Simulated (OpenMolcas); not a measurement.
# Ru⁵⁺ among point charges: CASSCF and CASPT2 levels and susceptibility

How does a field of 5 point charges split the states of Ru⁵⁺, and what χT follows?

The numbers are computed with OpenMolcas 26.06 (state-averaged CASSCF and CASPT2, spin-orbit coupling by RASSI with atomic mean-field integrals), except any that are marked as measured or tabulated.

## Step 1: The system

| Item | Value |
| --- | --- |
| Species | Ru⁵⁺ (ruthenium, Z = 44, 39 electrons) |
| Basis | ANO-RCC-VTZP [7s6p4d2f1g], 68 functions |
| Scalar Hamiltonian | DKH2, point nucleus |
| Inactive shells | 1s 2s 2p 3s 3p 3d 4s 4p |
| Active space | 3 electrons in 5 orbitals (4d) |
| Some configurations of this space | 4d3 |
| Orbitals | optimised for each spin and parity, averaged over all roots |

Outer shells as boxes (Hund's rule):

4d3
```
4d [↑ ][↑ ][↑ ][  ][  ]
```

The ion sits among 5 point charges of -2 e arranged as a square pyramid (C4v), 2.14 Å from the ion, with the axial distance 1.862 Å.

The work runs as a chain of OpenMolcas steps in one folder; each step below is one input file. Labels, J, g values, rates, χT and fits are worked out afterwards by a script from the matrices that RASSI stores.

## Step 2: Basis and integrals

Input file a.inp:

```
&GATEWAY
Coord
1

Ru 0.0 0.0 0.0
Basis=ANO-RCC-VTZP
Group=NoSym
NoMove
AngMom=0.0 0.0 0.0
AMFI
XField
5 Angstrom 0
2.140000 0.000000 0.000000 -2.000000
0.000000 2.140000 0.000000 -2.000000
-2.140000 0.000000 0.000000 -2.000000
0.000000 -2.140000 0.000000 -2.000000
0.000000 0.000000 1.861800 -2.000000
&SEWARD
```

The run is started by

```console
> OMP_NUM_THREADS=1 MOLCAS_MEM=1689 MOLCAS_PROJECT=a pymolcas a.inp > a.log
```

Output:

```text
Basis set label: RU.ANO-RCC...7S6P4D2F1G.

      Electronic valence basis set:
      ------------------
      Associated Effective Charge  44.000000 au
      Associated Actual Charge     44.000000 au
      Nuclear Model: Point charge

      Shell  nPrim  nBasis  Cartesian Spherical Contaminant
         s      21       7        X
         p      18       6        X
         d      13       4                 X
         f       6       2                 X
         g       4       1                 X
                  Relativistic Douglas-Kroll-Hess integrals:
                    - DKH order of Hamiltonian: 2
                    - DKH order of Properties : 0
                  Atomic mean-field integrals
```

## Step 3: Reference wave functions, quartets, 10 roots

Input file a.inp:

```
&RASSCF
FileOrb=start.orb
Symmetry=1
Spin=4
nActEl=3 0 0
Inactive=18
Ras2=5
CIRoot=10 10 1
SDav=10
CIMx=300
Iter=120 100
PrWF=0.3
OrbListing=Nothing
MaxOrb=0
>>> COPY $Project.JobIph JOB001
```

The run is started by

```console
> OMP_NUM_THREADS=1 MOLCAS_MEM=1689 MOLCAS_PROJECT=a pymolcas a.inp > a.log
```

start.orb holds the contracted functions of the basis, ordered by shell, or the orbitals of the step before.

Output, shortened:

```text
[...]
      Number of active orbitals                  5
[...]
      Spin quantum number                      1.5
[...]
      Active orbitals                            5
[...]
      Number of CSFs                            10
      Number of root(s) required                10
[...]
      Convergence after  8 iterations
[...]
      Natural orbitals and occupation numbers for root  1
      sym 1:   1.000000   1.000000  -0.000000   1.000000   0.000000
      Natural orbitals and occupation numbers for root  2
      sym 1:   0.951948   0.048052   1.000000   0.951948   0.048052
      Natural orbitals and occupation numbers for root  3
      sym 1:   0.951948   0.951948   1.000000   0.048052   0.048052
::    RASSCF root number  1 Total energy:  -4534.54030052
::    RASSCF root number  2 Total energy:  -4534.52729155
::    RASSCF root number  3 Total energy:  -4534.52729155
[...]
::    RASSCF root number  7 Total energy:  -4534.50901061
::    RASSCF root number  8 Total energy:  -4534.45861442
::    RASSCF root number  9 Total energy:  -4534.44233886
::    RASSCF root number 10 Total energy:  -4534.44233886
```

## Step 4: Reference wave functions, doublets, 40 roots

Input file a.inp:

```
&RASSCF
FileOrb=start.orb
Symmetry=1
Spin=2
nActEl=3 0 0
Inactive=18
Ras2=5
CIRoot=40 40 1
SDav=40
CIMx=300
Iter=120 100
PrWF=0.3
OrbListing=Nothing
MaxOrb=0
>>> COPY $Project.JobIph JOB002
```

The run is started by

```console
> OMP_NUM_THREADS=1 MOLCAS_MEM=1689 MOLCAS_PROJECT=a pymolcas a.inp > a.log
```

Output, shortened:

```text
[...]
      Number of active orbitals                  5
[...]
      Spin quantum number                      0.5
[...]
      Active orbitals                            5
[...]
      Number of CSFs                            40
      Number of root(s) required                40
[...]
      Convergence after  7 iterations
[...]
      Natural orbitals and occupation numbers for root  1
      sym 1:   0.205307   0.958868   0.812106   0.958868   0.064850
      Natural orbitals and occupation numbers for root  2
      sym 1:   0.487514   1.356219   0.082517   0.872049   0.201701
      Natural orbitals and occupation numbers for root  3
      sym 1:   0.082517   1.356219   0.487514   0.872049   0.201701
::    RASSCF root number  1 Total energy:  -4534.46015826
::    RASSCF root number  2 Total energy:  -4534.45903963
::    RASSCF root number  3 Total energy:  -4534.45903963
[...]
::    RASSCF root number 27 Total energy:  -4534.39661214
::    RASSCF root number 28 Total energy:  -4534.39091488
::    RASSCF root number 29 Total energy:  -4534.36012617
::    RASSCF root number 30 Total energy:  -4534.35752692
```

## Step 5: RASSI: spin-orbit coupling between the states

Input file a.inp:

```
&RASSI
NrOfJobIphs=2 10 40
1 2 3 4 5 6 7 8 9 10
1 2 3 4 5 6 7 8 9 10 11 12 13 14 15 16 17 18 19 20 21 22 23 24 25 26 27
28 29 30 31 32 33 34 35 36 37 38 39 40
IphNames
JOB001
JOB002
EJob
SpinOrbit
DIPRint=1.0
SOCoupling=1000.0
Subsets=2
Property=9
'ANGMOM' 1 'ANGMOM' 2 'ANGMOM' 3 'MLTPL  1' 1 'MLTPL  1' 2 'MLTPL  1' 3
'AMFI' 1 'AMFI' 2 'AMFI' 3
SOProperty=3
'ANGMOM' 1 'ANGMOM' 2 'ANGMOM' 3
```

Output:

```text
SPIN-FREE ENERGIES:
  (Shifted by EMIN (a.u.) =      -4534.5403005204)

 SF State       Relative EMIN(au)   Rel lowest level(eV)    D:o, cm**(-1)      L_eff

     1             0.0000000000        0.0000000000              0.0000         3.0
     2             0.0130089750        0.3539922435           2855.1400         3.0
     3             0.0130089750        0.3539922435           2855.1400         3.0
     4             0.0204237309        0.5557580296           4482.4908         3.0
     5             0.0260152374        0.7079106743           5709.6846         2.8
     6             0.0312899140        0.8514419342           6867.3423         3.0
     7             0.0312899140        0.8514419342           6867.3423         3.0
    11             0.0801422614        2.1807820302          17589.1933         4.0
    12             0.0812608954        2.2112216106          17834.7051         4.0
    13             0.0812608954        2.2112216106          17834.7051         4.0
     8             0.0816861033        2.2227921082          17928.0274         1.5
    14             0.0826212047        2.2482375138          18133.2584         4.0
    15             0.0843996341        2.2966310435          18523.5786         4.1
    16             0.0906465518        2.4666183322          19894.6185         4.0
    17             0.0924562258        2.5158620718          20291.7961         4.1
    18             0.0924562258        2.5158620718          20291.7961         4.1
    19             0.0935284481        2.5450387273          20527.1217         4.1
     9             0.0979616648        2.6656726971          21500.1003         1.0
    10             0.0979616648        2.6656726971          21500.1003         1.0
    20             0.0995927864        2.7100577774          21858.0901         4.0
    21             0.0995927864        2.7100577774          21858.0901         4.0
    22             0.1005839104        2.7370276357          22075.6167         4.8
    23             0.1017137483        2.7677720928          22323.5874         4.3
    24             0.1088790501        2.9627498863          23896.1894         3.9
    25             0.1133707606        3.0849755559          24882.0059         3.2
    26             0.1133707606        3.0849755559          24882.0059         3.2
    27             0.1184826308        3.2240766292          26003.9317         1.6
    28             0.1223755134        3.3300073632          26858.3207         3.8
    29             0.1224365149        3.3316672973          26871.7090         3.0
    30             0.1224983183        3.3333490537          26885.2733         4.4
    31             0.1224983183        3.3333490537          26885.2733         4.4
    32             0.1253067532        3.4097704607          27501.6535         4.3
    33             0.1253067532        3.4097704607          27501.6535         4.3
    34             0.1317964868        3.5863651075          28925.9854         3.5
    35             0.1349903632        3.6732749126          29626.9602         4.8
    36             0.1436883852        3.9099601475          31535.9554         3.5
    37             0.1436883852        3.9099601475          31535.9554         3.5
    38             0.1493856433        4.0649904390          32786.3590         3.6
    39             0.1801743455        4.9027937076          39543.6981         3.0
    40             0.1827736001        4.9735230270          40114.1685         3.0
Eigenvalues of complex Hamiltonian:
   -----------------------------------
  (Shifted by EMIN (a.u.) =      -4534.5403005204)

 SO State       Relative EMIN(au)   Rel lowest level(eV)    D:o, cm**(-1)     J-value

     1            -0.0057865652        0.0000000000              0.0000         1.6
     2            -0.0057865652        0.0000000000              0.0000         1.6
     3            -0.0046035701        0.0321909381            259.6374         2.1
     4            -0.0046035701        0.0321909381            259.6374         2.1
     5             0.0060997287        0.3234425361           2608.7400         2.1
     6             0.0060997287        0.3234425361           2608.7400         2.1
     7             0.0112378582        0.4632581604           3736.4290         2.2
     8             0.0112378582        0.4632581604           3736.4290         2.2
     9             0.0120882591        0.4863987492           3923.0705         3.0
    10             0.0120882591        0.4863987492           3923.0705         3.0
    11             0.0151002833        0.5683601028           4584.1334         2.7
    12             0.0151002833        0.5683601028           4584.1334         2.7
    13             0.0153150591        0.5742044494           4631.2712         2.0
    14             0.0153150591        0.5742044494           4631.2712         2.0
    15             0.0191638392        0.6789350914           5475.9808         2.1
    16             0.0191638392        0.6789350914           5475.9808         2.1
    17             0.0235358376        0.7979032293           6435.5236         2.8
    18             0.0235358376        0.7979032293           6435.5236         2.8
    19             0.0255651823        0.8531245125           6880.9132         3.0
    20             0.0255651823        0.8531245125           6880.9132         3.0
    21             0.0321037346        1.0310475835           8315.9596         3.3
    22             0.0321037346        1.0310475835           8315.9596         3.3
    23             0.0330906265        1.0579022793           8532.5573         2.7
    24             0.0330906265        1.0579022793           8532.5573         2.7
    25             0.0350473673        1.1111479089           8962.0123         3.9
    26             0.0350473673        1.1111479089           8962.0123         3.9
    27             0.0357861968        1.1312524851           9124.1666         3.7
    28             0.0357861968        1.1312524851           9124.1666         3.7
    29             0.0753940407        2.2090368223          17817.0835         2.8
    30             0.0753940407        2.2090368223          17817.0835         2.8
    31             0.0757808907        2.2195635486          17901.9873         3.2
    32             0.0757808907        2.2195635486          17901.9873         3.2
    33             0.0774846214        2.2659244217          18275.9130         3.0
    34             0.0774846214        2.2659244217          18275.9130         3.0
    35             0.0780192675        2.2804728851          18393.2543         2.0
    36             0.0780192675        2.2804728851          18393.2543         2.0
    37             0.0808194900        2.3566708208          19007.8321         2.6
    38             0.0808194900        2.3566708208          19007.8321         2.6
    39             0.0818035863        2.3834494434          19223.8162         3.4
    40             0.0818035863        2.3834494434          19223.8162         3.4
    41             0.0831455578        2.4199663505          19518.3449         3.6
Weights of the five most important spin-orbit-free states for each spin-orbit state.

 SO State  Total energy (au)           Spin-free states, spin, and weights
 -------------------------------------------------------------------------------------------------------
    1        -0.005787       1 1.5  0.7148    2 1.5  0.1272    3 1.5  0.1272    4 1.5  0.0112   29 0.5  0.0040
    2        -0.005787       1 1.5  0.7148    3 1.5  0.1272    2 1.5  0.1272    4 1.5  0.0112   29 0.5  0.0040
    3        -0.004604       1 1.5  0.8241    4 1.5  0.0746    2 1.5  0.0360    3 1.5  0.0360    6 1.5  0.0072
    4        -0.004604       1 1.5  0.8241    4 1.5  0.0746    3 1.5  0.0360    2 1.5  0.0360    7 1.5  0.0072
    5         0.006100       2 1.5  0.4114    3 1.5  0.4114    1 1.5  0.0764    7 1.5  0.0358    6 1.5  0.0358
    6         0.006100       3 1.5  0.4114    2 1.5  0.4114    1 1.5  0.0764    6 1.5  0.0358    7 1.5  0.0358
    7         0.011238       3 1.5  0.3024    2 1.5  0.3024    5 1.5  0.2124    7 1.5  0.0595    6 1.5  0.0595
    8         0.011238       3 1.5  0.3024    2 1.5  0.3024    5 1.5  0.2124    7 1.5  0.0595    6 1.5  0.0595
    9         0.012088       2 1.5  0.3651    3 1.5  0.3651    1 1.5  0.1631    4 1.5  0.0483    5 1.5  0.0197
   10         0.012088       2 1.5  0.3651    3 1.5  0.3651    1 1.5  0.1631    4 1.5  0.0483    5 1.5  0.0197
   11         0.015100       3 1.5  0.4408    2 1.5  0.4408    4 1.5  0.0478    6 1.5  0.0216    7 1.5  0.0216
   12         0.015100       3 1.5  0.4408    2 1.5  0.4408    4 1.5  0.0478    6 1.5  0.0216    7 1.5  0.0216
```

These steps: 13 s of run time, 1 thread, shared host.

States without spin-orbit coupling:

```tsv
state	degeneracy	E (cm-1)	free-ion L (%)
quartet	1	0	F (100)
quartet	2	2855	F (99)
quartet	1	4482	F (100)
quartet	1	5710	F (84)
quartet	2	6867	F (100)
doublet	1	17589	G (82)
doublet	2	17835	G (69)
quartet	1	17928	P (84)
doublet	1	18133	G (81)
doublet	1	18524	G (65)
doublet	1	19895	G (97)
doublet	2	20292	G (81)
doublet	1	20527	G (83)
quartet	2	21500	P (98)
doublet	2	21858	H (47)
doublet	1	22076	H (84)
doublet	1	22324	H (62)
doublet	1	23896	H (54)
doublet	2	24882	P (55)
doublet	1	26004	P (86)
doublet	1	26858	H (52)
doublet	1	26872	D (74)
doublet	2	26885	H (71)
doublet	2	27502	H (67)
```

With spin-orbit coupling:

```tsv
E (cm-1)	Degeneracy	2S+1	g
0.0	2	4	0.98 2.14 2.14
259.6	2	4	0.21 0.21 3.60
2609	2	4	1.28 2.50 2.50
3736	2	4	2.02 2.86 2.86
3923	2	4	1.51 3.92 3.92
4584	2	4	0.68 3.59 3.59
4631	2	4	0.79 0.79 1.74
5476	2	4	0.62 0.62 6.04
6436	2	4	1.91 1.91 3.10
6881	2	4	0.24 3.63 3.63
8316	2	4	4.21 4.21 4.22
8533	2	4	3.82 3.82 4.09
8962	2	4	0.65 5.08 5.08
9124	2	4	1.94 5.60 5.60
17817	2	2	0.17 0.17 4.49
17902	2	2	0.49 1.12 1.12
18276	2	2	1.76 1.76 2.18
18393	2	4	0.15 2.38 2.38
19008	2	2	0.54 0.55 0.55
19224	2	2	1.24 2.92 2.92
19518	2	2	0.74 1.86 1.86
20608	2	2	0.70 0.70 3.15
20849	2	2	0.32 0.32 1.32
21574	2	2	1.92 1.92 2.00
```

The table of states holds 24 of 37 computed; the rest, higher up, is left out. Principal g values are given for doublets only; a zero marks a field direction without first-order Zeeman splitting.

Powder χT (cm³ K/mol): 0.32 at 2 K, 0.32 at 5 K, 0.33 at 10 K, 0.34 at 20 K, 0.36 at 50 K, 0.41 at 100 K, 0.45 at 150 K, 0.49 at 200 K, 0.52 at 250 K, 0.55 at 300 K.

Orbitals of the lowest block (energies include the constant potential of the surroundings):

```tsv
shell	space	energy (hartree)	mean occupation	⟨r²⟩ (bohr²)
1s	inactive	-816.9124	2.000	0.00147
2s	inactive	-120.5240	2.000	0.0248
2p	inactive	-107.7752	6.000	0.0196
3s	inactive	-22.5710	2.000	0.183
3p	inactive	-18.2577	6.000	0.186
3d	inactive	-11.2964	10.000	0.175
4s	inactive	-3.4105	2.000	1.13
4p	inactive	-2.0447	6.000	1.34
4d	RAS2		3.000	2.06
```

(Part 1 of 2 ends here.)
